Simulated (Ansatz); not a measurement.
**SiC (Moissanite 3C): a point defect seen from the nuclei (In on a Si site), part 1 of 2**

How do the nuclei near a point defect see it? The defect is In on a Si site in SiC (Moissanite 3C) (cell charge 0), first unrelaxed. The cell is a supercell built from a COD entry. Planned: a single point, then a relaxation.

Computed with Ansatz 0.2.0 (DFT, PBE, plane-wave PAW, default files, scalar-relativistic, unless a step's input says otherwise).

1 further run of the same task is left out (it didn't finish).

## (1) The system as given

The structure is cubic, space group F-43m (No. 216). The conventional cell has a = 13.074 Å, b = 13.074 Å, c = 13.074 Å, α = 90.00°, β = 90.00°, γ = 90.00°. In (site symmetry -43m) is surrounded by 4 C at 1.89 Å. Si (site symmetry m) is surrounded by 4 C at 1.89 Å. Si (site symmetry 3m) has 4 C at 1.89 Å as nearest neighbours. Around Si (site symmetry 2mm) lie 4 C at 1.89 Å. Around C (site symmetry 3m) lie 1 In at 1.89 Å and 3 Si at 1.89 Å. C (site symmetry 2mm) has 4 Si at 1.89 Å as nearest neighbours. Around C (site symmetry m) lie 4 Si at 1.89 Å. Only part of the 10 independent sites is listed.

As a file:

```cif
data_structure
_symmetry_space_group_name_H-M 'F-43m'
_symmetry_Int_Tables_number 216
_cell_length_a 13.0740
_cell_length_b 13.0740
_cell_length_c 13.0740
_cell_angle_alpha 90.000
_cell_angle_beta 90.000
_cell_angle_gamma 90.000
_cell_volume 2234.73
loop_
_atom_site_label
_atom_site_type_symbol
_atom_site_symmetry_multiplicity
_atom_site_Wyckoff_symbol
_atom_site_fract_x
_atom_site_fract_y
_atom_site_fract_z
_atom_site_occupancy
In1 In 4 a 0.00000 0.00000 0.00000 1
Si1 Si 48 h 0.16667 0.00000 0.16667 1
Si2 Si 16 e 0.83333 0.33333 0.16667 1
Si3 Si 16 e 0.16667 0.16667 0.33333 1
Si4 Si 24 f 0.50000 0.16667 0.00000 1
C1 C 16 e 0.08333 0.41667 0.58333 1
C2 C 24 g 0.25000 0.41667 0.75000 1
C3 C 48 h 0.58333 0.25000 0.91667 1
C4 C 16 e 0.41667 0.08333 0.91667 1
C5 C 4 c 0.25000 0.25000 0.25000 1
```

Atom 1 of the input is the impurity.

## (2) First run, atoms as given

input.yaml reads:

```yaml
crystal:
  lattice:
    - [0.0, 6.537, 6.537]
    - [6.537, 0.0, 6.537]
    - [6.537, 6.537, 0.0]
  atoms:
    - { symbol: In, position: [0.0, 0.0, 0.0], spin: 1.0 }
    - { symbol: Si, position: [0.0, 0.0, 0.3333333333] }
    - { symbol: Si, position: [0.0, 0.0, 0.6666666667] }
    - { symbol: Si, position: [0.0, 0.3333333333, 0.0] }
    - { symbol: Si, position: [0.0, 0.3333333333, 0.3333333333] }
    - { symbol: Si, position: [0.0, 0.3333333333, 0.6666666667] }
    - { symbol: Si, position: [0.0, 0.6666666667, 0.0] }
    - { symbol: Si, position: [0.0, 0.6666666667, 0.3333333333] }
    - { symbol: Si, position: [0.0, 0.6666666667, 0.6666666667] }
    - { symbol: Si, position: [0.3333333333, 0.0, 0.0] }
    - { symbol: Si, position: [0.3333333333, 0.0, 0.3333333333] }
    - { symbol: Si, position: [0.3333333333, 0.0, 0.6666666667] }
    - { symbol: Si, position: [0.3333333333, 0.3333333333, 0.0] }
    - { symbol: Si, position: [0.3333333333, 0.3333333333, 0.3333333333] }
    - { symbol: Si, position: [0.3333333333, 0.3333333333, 0.6666666667] }
    - { symbol: Si, position: [0.3333333333, 0.6666666667, 0.0] }
    - { symbol: Si, position: [0.3333333333, 0.6666666667, 0.3333333333] }
    - { symbol: Si, position: [0.3333333333, 0.6666666667, 0.6666666667] }
    - { symbol: Si, position: [0.6666666667, 0.0, 0.0] }
    - { symbol: Si, position: [0.6666666667, 0.0, 0.3333333333] }
    - { symbol: Si, position: [0.6666666667, 0.0, 0.6666666667] }
    - { symbol: Si, position: [0.6666666667, 0.3333333333, 0.0] }
    - { symbol: Si, position: [0.6666666667, 0.3333333333, 0.3333333333] }
    - { symbol: Si, position: [0.6666666667, 0.3333333333, 0.6666666667] }
    - { symbol: Si, position: [0.6666666667, 0.6666666667, 0.0] }
    - { symbol: Si, position: [0.6666666667, 0.6666666667, 0.3333333333] }
    - { symbol: Si, position: [0.6666666667, 0.6666666667, 0.6666666667] }
    - { symbol: C, position: [0.0833333333, 0.0833333333, 0.0833333333] }
    - { symbol: C, position: [0.0833333333, 0.0833333333, 0.4166666667] }
    - { symbol: C, position: [0.0833333333, 0.0833333333, 0.75] }
    - { symbol: C, position: [0.0833333333, 0.4166666667, 0.0833333333] }
    - { symbol: C, position: [0.0833333333, 0.4166666667, 0.4166666667] }
    - { symbol: C, position: [0.0833333333, 0.4166666667, 0.75] }
    - { symbol: C, position: [0.0833333333, 0.75, 0.0833333333] }
    - { symbol: C, position: [0.0833333333, 0.75, 0.4166666667] }
    - { symbol: C, position: [0.0833333333, 0.75, 0.75] }
    - { symbol: C, position: [0.4166666667, 0.0833333333, 0.0833333333] }
    - { symbol: C, position: [0.4166666667, 0.0833333333, 0.4166666667] }
    - { symbol: C, position: [0.4166666667, 0.0833333333, 0.75] }
    - { symbol: C, position: [0.4166666667, 0.4166666667, 0.0833333333] }
    - { symbol: C, position: [0.4166666667, 0.4166666667, 0.4166666667] }
    - { symbol: C, position: [0.4166666667, 0.4166666667, 0.75] }
    - { symbol: C, position: [0.4166666667, 0.75, 0.0833333333] }
    - { symbol: C, position: [0.4166666667, 0.75, 0.4166666667] }
    - { symbol: C, position: [0.4166666667, 0.75, 0.75] }
    - { symbol: C, position: [0.75, 0.0833333333, 0.0833333333] }
    - { symbol: C, position: [0.75, 0.0833333333, 0.4166666667] }
    - { symbol: C, position: [0.75, 0.0833333333, 0.75] }
    - { symbol: C, position: [0.75, 0.4166666667, 0.0833333333] }
    - { symbol: C, position: [0.75, 0.4166666667, 0.4166666667] }
    - { symbol: C, position: [0.75, 0.4166666667, 0.75] }
    - { symbol: C, position: [0.75, 0.75, 0.0833333333] }
    - { symbol: C, position: [0.75, 0.75, 0.4166666667] }
    - { symbol: C, position: [0.75, 0.75, 0.75] }
magnetization:
  spin_polarized: true
kpoints:
  mp_grid: { grid: [3, 3, 3] }
scf:
  occupations: { method: fermi_dirac, width: 0.01 }
hamiltonian:
  xc: pbe
  pseudopotentials: { kind: paw }
output:
  forces: true
  stress: true
  populations: true
  efg: { quadrupole_moments_barn: { In: 0.772 }, contact_densities: true }
  write_density: true
  write_potential: true
  elf: true
  volumetric_format: npy
```

Run with:

```bash
> ansatz run input.yaml --threads 1 --pin off --max-ram 3072MiB --backend cpu --events-out ev --progress --plain --runs-dir out
```

Log:

```text
Warning: RAYON_NUM_THREADS=1 ignored (pool sized by the plan → 1); use --threads N
In: output.efg is read without spin–orbit coupling, which moves field gradients at and beside such atoms by some per cent and up to a factor of two; PAW files take it under magnetization.noncollinear and magnetization.spin_orbit
Engine: ansatz 0.2.0, aarch64-unknown-linux-gnu
Pseudopotentials: kind: paw
Pseudopotential: In, paw, valence charge 13, recommended cutoff 420 eV (normal), In.paw.azcp
Pseudopotential: Si, paw, valence charge 4, recommended cutoff 420 eV (normal), Si.paw.azcp
Pseudopotential: C, paw, valence charge 4, recommended cutoff 420 eV (normal), C.paw.azcp
Functional definition: PBE
  parameter kappa = 0.804
  parameter beta = 0.06672455060314922
  exchange = pbe_x(kappa = kappa, mu = beta*pi^2/3)
  correlation = pbe_c(beta = beta)
Crystal: 54 atoms, lattice volume = 558.683 Å³
Basis set: ecut = 420 eV, 10969 PW (Γ), exchange–correlation on 128×128×128 points (8 copies of the dense FFT grid, shifted against one another)
Bands: 167, of which v1, the nominal top of the filled ones, is band 113 counted from 1 (112 counted from 0)
Symmetry: 24 space group operations
Space group: F-43m (ITA 216), of the structure as read, at distance tolerance 8.2e-5 Å
Magnetic group: BNS 216.74 (UNI 1576), of the structure as read, at distance tolerance 8.2e-5 Å
k-points: 4 of 27 (time reversal used)
Non-local potential: In, projectors of the file, l = 0: 2, l = 1: 2, l = 2: 2, l = 3: 2
Non-local potential: Si, projectors of the file, l = 0: 2, l = 1: 2, l = 2: 2
Non-local potential: C, projectors of the file, l = 0: 2, l = 1: 2, l = 2: 1
PAW form: soft (Blöchl's): semilocal exchange-correlation on the pseudo side does not see the compensation charge
PAW one-centre angular grid: In, 590 points (default); XC on 64 Gauss nodes
PAW one-centre angular grid: Si, 110 points (default); XC on 64 Gauss nodes
PAW one-centre angular grid: C, 110 points (default); XC on 64 Gauss nodes
Initial density: superposition of atomic densities (chi_scale 0.1, normalization cell, long waves kept (reshape's long-wave potential 0.16 eV rms))
Starting moments: Σ|m| = 1 μB on 1 of 54 sites
Initial wavefunctions: pseudopotential atomic-orbital guess
Functional: x = pbe(κ = 0.804, μ = 0.2195149727645171), c = pbe(β = 0.06672455060314922)
SCF iter   1: F=—  HF=-28955.944548 eV  |F-HF|=—  |Δ(HF+E_count)|=         —  Δρ=7.67e-2 (↑7.67e-2 ↓7.67e-2)  dr2=1.62e2  dr2_m=5.70e-1  M=0.282 μB ∫|m|=0.287 μB  β_m=0.30  ethr=3.10e-3  ⟨swp⟩=6.1  Hψ=5994  notcnv=0  defer=151
preconditioner: auto → Kerker (q_TF=auto, 2.345 Å⁻¹)  [metal: Δε(μ)=0.013 eV  Ē_g=13.217 eV  σ=0.010 eV  W_gap=0.31  n_scr=112 (ndim 8)  ℏωp=23.6 eV  f_vac=0.000  D(μ)=40.82/eV (n_scr^D=458)]
spin=Collinear: Kerker preconditioning applied to the charge; magnetization (m = ρ↑ − ρ↓) channel mixes plain (no charge-response kernel on spin).
SCF iter   2: F=—  HF=-28925.999230 eV  |F-HF|=—  |Δ(HF+E_count)|=    2.99e1  Δρ=4.77e-2 (↑4.77e-2 ↓4.75e-2)  dr2=6.36e1  dr2_m=2.79e-1  M=0.393 μB ∫|m|=0.394 μB  β_m=0.30  ethr=3.10e-3  ⟨swp⟩=2.8  Hψ=2498  notcnv=0  defer=372
SCF iter   3: F=—  HF=-28907.912717 eV  |F-HF|=—  |Δ(HF+E_count)|=    1.81e1  Δρ=1.62e-2 (↑1.57e-2 ↓1.62e-2)  dr2=3.76e0  dr2_m=1.35e-1  M=0.523 μB ∫|m|=0.525 μB  β_m=0.30  ethr=3.10e-3  ⟨swp⟩=4.0  Hψ=2164  notcnv=0  defer=372
[... 4 lines left out ...]
spin-set hold released at iteration 6 (site moments contracting): the magnetisation degrees of freedom join the quasi-Newton model from the next iteration; the mixer history was flushed
[... 2 lines left out ...]
spin=Collinear: Resta preconditioning applied to the charge; magnetization (m = ρ↑ − ρ↓) channel mixes plain (no charge-response kernel on spin).
[... 4 lines left out ...]
SCF iter  12: F=—  HF=-28907.538304 eV  |F-HF|=—  |Δ(HF+E_count)|=   2.93e-7  Δρ=1.75e-6 (↑1.75e-6 ↓1.35e-6)  dr2=3.44e-8  dr2_m=5.32e-9  M=0.771 μB ∫|m|=0.803 μB  β_m=0.90  ethr=4.44e-11  ⟨swp⟩=20.1  Hψ=12747  notcnv=0
[... 97 lines left out ...]
  atom  34  C  V_zz =    -0.160330   η = 0.0000   by run symmetry: allowed
            electrostatic potential = -419.291381 V   contact ρ = 867.413789 e/Å³   contact ρ_s (e/Å³): all electrons +0.054274, valence +0.116043
  atom  35  C  V_zz =    +0.040315   η = 0.9334   by run symmetry: allowed
            electrostatic potential = -418.968931 V   contact ρ = 866.933094 e/Å³   contact ρ_s (e/Å³): all electrons -0.001019, valence +0.004369
  atom  36  C  V_zz =    +0.040315   η = 0.9334   by run symmetry: allowed
            electrostatic potential = -418.968931 V   contact ρ = 866.933094 e/Å³   contact ρ_s (e/Å³): all electrons -0.001019, valence +0.004369
  atom  37  C  V_zz =    -0.018294   η = 0.5883   by run symmetry: allowed
            electrostatic potential = -418.999530 V   contact ρ = 867.050674 e/Å³   contact ρ_s (e/Å³): all electrons +0.009524, valence +0.030389
  atom  38  C  V_zz =    -0.018294   η = 0.5883   by run symmetry: allowed
            electrostatic potential = -418.999530 V   contact ρ = 867.050674 e/Å³   contact ρ_s (e/Å³): all electrons +0.009524, valence +0.030389
  atom  39  C  V_zz =    +0.040315   η = 0.9334   by run symmetry: allowed
            electrostatic potential = -418.968931 V   contact ρ = 866.933094 e/Å³   contact ρ_s (e/Å³): all electrons -0.001019, valence +0.004369
  atom  40  C  V_zz =    -0.018294   η = 0.5883   by run symmetry: allowed
            electrostatic potential = -418.999530 V   contact ρ = 867.050674 e/Å³   contact ρ_s (e/Å³): all electrons +0.009524, valence +0.030389
  atom  41  C  V_zz =    +0.009801   η = 0.0000   by run symmetry: allowed
            electrostatic potential = -418.967900 V   contact ρ = 866.916609 e/Å³   contact ρ_s (e/Å³): all electrons -0.000286, valence +0.002252
  atom  42  C  V_zz =    +0.009801   η = 0.0000   by run symmetry: allowed
            electrostatic potential = -418.967900 V   contact ρ = 866.916609 e/Å³   contact ρ_s (e/Å³): all electrons -0.000286, valence +0.002252
  atom  43  C  V_zz =    +0.040315   η = 0.9334   by run symmetry: allowed
            electrostatic potential = -418.968931 V   contact ρ = 866.933094 e/Å³   contact ρ_s (e/Å³): all electrons -0.001019, valence +0.004369
  atom  44  C  V_zz =    +0.009801   η = 0.0000   by run symmetry: allowed
            electrostatic potential = -418.967900 V   contact ρ = 866.916609 e/Å³   contact ρ_s (e/Å³): all electrons -0.000286, valence +0.002252
  atom  45  C  V_zz =    +0.040315   η = 0.9334   by run symmetry: allowed
            electrostatic potential = -418.968931 V   contact ρ = 866.933094 e/Å³   contact ρ_s (e/Å³): all electrons -0.001019, valence +0.004369
  atom  46  C  V_zz =    -0.160330   η = 0.0000   by run symmetry: allowed
            electrostatic potential = -419.291381 V   contact ρ = 867.413789 e/Å³   contact ρ_s (e/Å³): all electrons +0.054274, valence +0.116043
  atom  47  C  V_zz =    +0.040315   η = 0.9334   by run symmetry: allowed
            electrostatic potential = -418.968931 V   contact ρ = 866.933094 e/Å³   contact ρ_s (e/Å³): all electrons -0.001019, valence +0.004369
  atom  48  C  V_zz =    +0.040315   η = 0.9334   by run symmetry: allowed
            electrostatic potential = -418.968931 V   contact ρ = 866.933094 e/Å³   contact ρ_s (e/Å³): all electrons -0.001019, valence +0.004369
  atom  49  C  V_zz =    +0.040315   η = 0.9334   by run symmetry: allowed
            electrostatic potential = -418.968931 V   contact ρ = 866.933094 e/Å³   contact ρ_s (e/Å³): all electrons -0.001019, valence +0.004369
  atom  50  C  V_zz =    +0.009801   η = 0.0000   by run symmetry: allowed
            electrostatic potential = -418.967900 V   contact ρ = 866.916609 e/Å³   contact ρ_s (e/Å³): all electrons -0.000286, valence +0.002252
  atom  51  C  V_zz =    +0.040315   η = 0.9334   by run symmetry: allowed
            electrostatic potential = -418.968931 V   contact ρ = 866.933094 e/Å³   contact ρ_s (e/Å³): all electrons -0.001019, valence +0.004369
  atom  52  C  V_zz =    +0.040315   η = 0.9334   by run symmetry: allowed
            electrostatic potential = -418.968931 V   contact ρ = 866.933094 e/Å³   contact ρ_s (e/Å³): all electrons -0.001019, valence +0.004369
  atom  53  C  V_zz =    +0.040315   η = 0.9334   by run symmetry: allowed
            electrostatic potential = -418.968931 V   contact ρ = 866.933094 e/Å³   contact ρ_s (e/Å³): all electrons -0.001019, valence +0.004369
  atom  54  C  V_zz =    +0.000000   η = 0.0000   by run symmetry: forbidden
            electrostatic potential = -418.963088 V   contact ρ = 866.926176 e/Å³   contact ρ_s (e/Å³): all electrons -0.000155, valence +0.003040
--- Band table (eV; the first three rows and the last of 8) ---
[... 4 lines left out ...]
--- Löwdin populations: 54 sites ---
  site symbol       q [e]    m [muB]
[... 54 lines left out ...]
  spilling = 0.009200 (of n_electrons = 225.000000)
```

It took 3.6 min on 1 thread of Arm Neoverse V2, shared host; peak memory 1.4 GiB.

State: no gap over 0.1 eV on the mesh, largest force 7.293 eV/Å, pressure 8.8 GPa, net moment 0.77 μB.

Like atoms gathered into sites:

| site | atoms | distance from the defect (Å) | V_zz (10²¹ V/m²) | η | C_Q (MHz) | m (μB) | B_c (T) |
| --- | --- | --- | --- | --- | --- | --- | --- |
| In | 1 | 0.00 | 0.00 | – | 0 (¹¹⁵In) | 0.03 | -4.8 |
| C28 | 28, 30, 34, 46 | 1.89 | -0.16 | 0.00 | – | 0.06 | 0.4 |
| Si2 | 2, 3, 4, 6, … | 3.08 | -0.26 | 0.15 | – | 0.00 | -0.3 |
| C33 | 33, 35, 36, 39, … | 3.61 | 0.040 | 0.93 | – | 0.01 | 0.0 |
| Si15 | 15, 17, 18, 23, … | 4.36 | -0.008 | 0.24 | – | 0.00 | -0.1 |
| C29 | 29, 31, 32, 37, … | 4.75 | -0.018 | 0.59 | – | 0.02 | 0.1 |
| Si5 | 5, 11, 13, 14 | 5.34 | 0.033 | 0.00 | – | 0.00 | -0.2 |
| Si9 | 9, 21, 25, 27 | 5.34 | <0.01 | – | – | 0.00 | -0.1 |
| C41 | 41, 42, 44, 50 | 5.66 | 0.010 | 0.00 | – | 0.00 | 0.0 |
| C54 | 54 | 5.66 | 0.00 | – | – | 0.00 | 0.0 |

Conventions: |V_zz| ≥ |V_yy| ≥ |V_xx|, η = (V_xx − V_yy)/V_zz, C_Q = eQV_zz/h. Q values from Pyykkö, Mol. Phys. 116, 1328 (2018). A dash under C_Q marks elements without a common quadrupolar isotope.

B_c = (2μ₀/3) μB (ρ↑ − ρ↓) at the nucleus, 7.77 T per e/Å³, positive along the run's up direction; orbital and dipolar fields are not in it. One atom of each site is listed; partners with reversed moments have reversed fields.

Direction of the V_zz axis (Cartesian unit vector):

| site | atom | x | y | z |
| --- | --- | --- | --- | --- |
| Si2 | 2 | -0.30 | -0.30 | 0.90 |
| Si5 | 5 | 0.58 | -0.58 | -0.58 |
| C28 | 28 | 0.58 | 0.58 | 0.58 |

Density in a lattice plane of the grid's cell (edges 9.24 and 9.24 Å, at 0.000 of the third edge), which holds In and Si.

Values in e/Å³, 12 rows by 12 columns:
```
 1.55  1.49  0.18  0.14  0.43  0.44  0.14  0.14  0.43  0.44  0.14  0.18
 0.37  0.86  0.38  0.15  0.36  0.83  0.36  0.14  0.36  0.84  0.36  0.14
 0.44  0.86  0.85  0.44  0.43  0.84  0.84  0.44  0.43  0.84  0.84  0.44
 0.06  0.44  0.36  0.43  0.07  0.43  0.36  0.42  0.07  0.43  0.36  0.43
 0.43  0.44  0.15  0.15  0.42  0.44  0.14  0.14  0.42  0.44  0.14  0.14
 0.36  0.84  0.36  0.14  0.36  0.83  0.37  0.14  0.36  0.84  0.36  0.14
 0.43  0.85  0.83  0.44  0.43  0.84  0.83  0.44  0.43  0.84  0.83  0.44
 0.06  0.44  0.36  0.43  0.07  0.43  0.36  0.42  0.07  0.43  0.36  0.43
 0.44  0.44  0.14  0.14  0.43  0.44  0.14  0.15  0.43  0.44  0.15  0.14
 0.37  0.85  0.36  0.14  0.36  0.83  0.36  0.15  0.36  0.85  0.38  0.18
 1.55  0.87  0.85  0.44  0.44  0.85  0.84  0.44  0.44  0.86  0.86  1.49
13.07  1.55  0.37  0.44  0.06  0.43  0.36  0.43  0.06  0.44  0.37  1.55
```
Columns run along the first of these edges and rows up along the second, over one cell in 12 and 12 even steps from the bottom left corner. Atoms in the plane (fractional): In at (0.00, 0.00), Si at (0.00, 0.33), Si at (0.00, 0.67), Si at (0.33, 0.00), Si at (0.33, 0.33), Si at (0.33, 0.67), Si at (0.67, 1.00), Si at (0.67, 0.33), Si at (0.67, 0.67).

ELF in the same plane.

Ten even steps from '0' (0.00) to '9' (0.88):
```
002222332334333323343222
222220148986201489862012
566642137998521379985213
788887347888874478888734
799899726998997269989972
279889822698898226988982
414666623246666232465662
554321245543212355432123
899730138997301489973013
789873137898732378987313
898788548987885489878854
599899725998997259989981
348879723488887234888972
212544422125444221254452
787421147874112478741114
799841137998411379984113
588875347888752478887322
258799637987996489888322
024899823898898238988310
002368725278787252786320
```
Columns run along the first of these edges and rows up along the second, over one cell in 24 and 20 even steps from the bottom left corner. Atoms in the plane (fractional): In at (0.00, 0.00), Si at (0.00, 0.33), Si at (0.00, 0.67), Si at (0.33, 0.00), Si at (0.33, 0.33), Si at (0.33, 0.67), Si at (0.67, 1.00), Si at (0.67, 0.33), Si at (0.67, 0.67).

Both are smooth fields of the valence electrons: close to the nuclei they are not physical.

Spin density (up less down) in a lattice plane of the grid's cell (edges 9.24 and 9.24 Å, at 0.000 of the third edge), which holds In and Si.

Ten even steps from '0' (0.00 e/Å³) to '9' (0.05 e/Å³):
```
442000000000000000000001
100000000000000000000000
134200000000000000000000
024410000000000000000000
001210000000000000000000
001111000000000000000000
000000000000000000000000
000000000000000000000000
000000000100000000000000
001100000110000000000000
000000000000000000000000
001100000000110000000000
000000000000000000000000
000000000000000000000000
000000000000000000000000
011100000000000011100000
122110000000000011121000
135311000110100001145211
402311000010010000124214
951110000000000000001115
```
Columns run along the first of these edges and rows up along the second, over one cell in 24 and 20 even steps from the bottom left corner. Atoms in the plane (fractional): In at (0.00, 0.00), Si at (0.00, 0.33), Si at (0.00, 0.67), Si at (0.33, 0.00), Si at (0.33, 0.33), Si at (0.33, 0.67), Si at (0.67, 1.00), Si at (0.67, 0.33), Si at (0.67, 0.67).

Outside the cores ELF peaks at 0.93 on the C–Si line, 0.9 Å from C; 0.81 on the C–In line, 0.6 Å from C.

(Continued in part 2 of 2.)
